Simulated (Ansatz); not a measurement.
# CH₂B₂F₂: basis-set convergence

The task here is to estimate one member of a computed series from the others.

Program: Ansatz 0.2.0, Gaussian basis. Level of theory: one geometry, several basis sets. These are calculated values, not measurements.

The runs, in order: PBE0-D4/def2-SVP; ωB97M-V/def2-SVP; PBE0-D4/def2-QZVPP; ωB97M-V/def2-QZVPP; the functionals' def2-TZVPP values are taken from earlier runs.

**The relaxed structure**

All runs share one geometry, relaxed beforehand with PBE0-D4 in a triple-zeta def2 set.

SMILES `FB1CB1F`, 7 atoms, charge 0, spin multiplicity 1.

Atoms are counted from 1 here; the program's logs count them from 0.

Bond lengths: F1–B2 1.306 Å, B2–C3 1.611 Å, B2–B4 1.587 Å, C3–B4 1.510 Å, C3–H6 1.088 Å, C3–H7 1.114 Å, B4–F5 1.317 Å. Angles: F1–B2–C3 132.8°, F1–B2–B4 169.6°, C3–B2–B4 56.3°, B2–C3–B4 61.0°, B2–C3–H6 147.8°, B2–C3–H7 78.4°, B4–C3–H6 133.3°, B4–C3–H7 113.8°, H6–C3–H7 109.3°, B2–B4–C3 62.6°, B2–B4–F5 150.8°, C3–B4–F5 134.7°.

Geometry (Å):

| atom | x (Å) | y (Å) | z (Å) |
| --- | --- | --- | --- |
| F1 | -0.6333 | -2.0948 | 0.3648 |
| B2 | -0.4971 | -0.8612 | -0.0414 |
| C3 | 0.5210 | 0.3199 | 0.3646 |
| B4 | -0.4336 | 0.5400 | -0.7845 |
| F5 | -1.0291 | 1.5929 | -1.3043 |
| H6 | 0.9137 | 0.9695 | 1.1444 |
| H7 | 1.2195 | -0.5343 | 0.2106 |

Set-up of the first run:

in.yaml reads:

```yaml
crystal:
  periodic: [false, false, false]
  atoms:
    - {symbol: F, position_ang: [-0.633257, -2.094803, 0.364828]}
    - {symbol: B, position_ang: [-0.497111, -0.861174, -0.041446]}
    - {symbol: C, position_ang: [0.520961, 0.319860, 0.364587]}
    - {symbol: B, position_ang: [-0.433624, 0.540027, -0.784470]}
    - {symbol: F, position_ang: [-1.029117, 1.592907, -1.304274]}
    - {symbol: H, position_ang: [0.913732, 0.969475, 1.144429]}
    - {symbol: H, position_ang: [1.219518, -0.534292, 0.210646]}
basis:
  gaussian: {orbitals: def2-SVP}
hamiltonian: {xc: pbe0, dispersion: d4}
output: {orbitals: {seedname: orbitals}}
```

The run is started by

```console
> ansatz run in.yaml --threads 2 --pin off --events-out ev --progress --plain --max-ram 4352MiB
```

Among the steps run: PBE0-D4 in def2-SVP; ωB97M-V in def2-SVP; PBE0-D4 in def2-QZVPP; ωB97M-V in def2-QZVPP.

One of the session's tables, all rows but one given; the rest of the session is left out.

It belongs to the step «Density functionals: the series». 

| functional | basis | HOMO (eV) |
| --- | --- | --- |
| PBE0-D4 | def2-SVP | -7.23 |
| PBE0-D4 | def2-TZVPP | -7.33 |
| PBE0-D4 | def2-QZVPP | -7.35 |
| ωB97M-V | def2-SVP | -9.43 |
| ωB97M-V | def2-TZVPP | -9.55 |
| ωB97M-V | def2-QZVPP | ? |

Q: Estimate the row for ωB97M-V, def2-QZVPP from the others.

As computed: HOMO (eV): -9.57. In the column «HOMO (eV)» it is the lowest.
